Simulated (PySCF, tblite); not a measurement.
# 4-picoline n-oxide (C6H7NO): geometry, infrared bands and NMR shifts

Aim: predict the infrared bands and NMR shifts of 4-picoline n-oxide (C6H7NO) (`Cc1cc[n+]([O-])cc1`).

Programs: tblite 0.8.0 and PySCF 2.14.0, with density-fitted response routines of our own. Each step states its level of theory. These are calculated values for one molecule in the gas phase, unless marked as measured. Atoms count from 0, in the outputs and in this text.

### Step 1. The starting structure

15 atoms, charge 0, multiplicity 1; geometry from: force field or distance geometry start.

Bonds of the start (Å): C0–C1 1.51, C1–C2 1.40, C2–C3 1.41, C3–N4 1.37, N4–O5 1.27, N4–C6 1.39, C6–C7 1.40, C7–C1 1.39, C0–H8 1.10, C0–H9 1.09, C0–H10 1.09, C2–H11 1.08, C3–H12 1.09, C6–H13 1.07, C7–H14 1.09.

### Step 2. Relaxing the molecule with GFN2-xTB

What the job is given:

```
{"job": {"kind": "relax", "xc": "GFN2-xTB", "basis": "xTB"}, "charge": 0, "multiplicity": 1}
C      2.240600    -0.229200    -0.127600
C      0.737900    -0.069000    -0.028400
C     -0.068500    -1.201700     0.100600
C     -1.463300    -1.034700     0.156700
N     -2.053400     0.205700     0.117400
O     -3.317700     0.333700     0.169400
C     -1.233400     1.317900    -0.022800
C      0.160100     1.195800    -0.085400
H      2.580700    -1.107800     0.431000
H      2.517300    -0.337600    -1.171900
H      2.742300     0.643500     0.291400
H      0.344500    -2.200900     0.138000
H     -2.178800    -1.846800     0.269600
H     -1.772600     2.245600    -0.063300
H      0.760000     2.093600    -0.196600
```

On the command line:

```sh
$ OMP_NUM_THREADS=1 python probes_run.py task.json out
```

One launch serves the whole session: the jobs run in the order shown.

**Question.** This job is followed by: GFN2-xTB harmonic vibrations, gas phase; GIAO PBE0/pcSseg-1 NMR shielding, non-relativistic, gas phase. Predict these results of the whole session: strongest single infrared mode (GFN2-xTB); zero-point energy (GFN2-xTB); 13C shifts against TMS (PBE0/pcSseg-1, means over atoms taken as alike); 1H shifts against TMS (PBE0/pcSseg-1, means over atoms taken as alike); 15N shifts against NH3 (PBE0/pcSseg-1); 17O shifts against H2O (PBE0/pcSseg-1).

As calculated:

```
                                                               quantity                          value
                              strongest single infrared mode (GFN2-xTB)          1509 cm⁻¹, 330 km/mol
                                           zero-point energy (GFN2-xTB)                  73.6 kcal/mol
13C shifts against TMS (PBE0/pcSseg-1, means over atoms taken as alike)  144.0, 134.3, 133.0, 22.3 ppm
 1H shifts against TMS (PBE0/pcSseg-1, means over atoms taken as alike)           8.21, 7.15, 2.36 ppm
                                 15N shifts against NH3 (PBE0/pcSseg-1)                      334.3 ppm
                                 17O shifts against H2O (PBE0/pcSseg-1)                      460.9 ppm
```

In words: Relaxing lowered the energy by 0.131 eV in 14 steps; the close pair that moved most is N4–C6, from 1.389 to 1.354 Å. The lowest mode is slightly imaginary (19i cm⁻¹), a soft motion within the noise of the Hessian, so the minimum is not strictly shown. The strongest single mode, at 1509 cm⁻¹, is spread over many atoms; the largest shares are those of N4, C1. GFN2-xTB is a fitted tight-binding method: band positions and strengths are rough. Its intensities can rank the bands wrongly. At PBE0/pcSseg-1: The widest tensor belongs to O5: span 536 ppm, with a paramagnetic part of -523 ppm. NICS(1)zz of -21 ppm above the planar ring from C1 marks a diatropic (aromatic) ring current.
